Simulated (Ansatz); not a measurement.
# BeS: the cost of one run

Program: Ansatz 0.2.0, Gaussian basis. Level of theory: the settings change from run to run. These are calculated values, not measurements.

39 further runs of the same task are left out: 22 for a known fault of the program, 12 that didn't finish, 5 set aside as unsound or not needed.

## (1) What is computed

The geometry derives from a PBE0/def2-TZVP stationary point (not a proven minimum). One bond is set to the value named and the two fragments are kept rigid.

2 atoms, charge 1, spin multiplicity 2.

Atoms are counted from 1 here; the program's logs count them from 0.

No contacts short enough for the rule that draws bonds.

## (2) CCSDT(Q)/B on ROHF/cc-pVDZ

Input file in.yaml:

```yaml
crystal:
  periodic: [false, false, false]
  atoms:
    - {symbol: S, position_ang: [0.000000, 0.000000, 0.000000]}
    - {symbol: Be, position_ang: [0.000000, 0.000000, 3.478000]}
basis:
  gaussian: {orbitals: cc-pVDZ, fitting: {mean_field: def2-universal-jkfit}}
total_charge: 1
magnetization: {spin_polarized: false, initial_magnetization: 1}
hamiltonian: {pseudopotentials: {relativity: scalar}}
correlation: {method: ccsdt_q_b, electrons: valence}
output: {forces: true}
```

On the command line:

```bash
$ ansatz run in.yaml --threads 1 --pin off --events-out ev --progress --plain --max-ram 2393MiB
```

What time and memory should one allow on 1 thread of Arm Neoverse V2, shared host?

About 65 s, with a peak of 0.47 GiB.
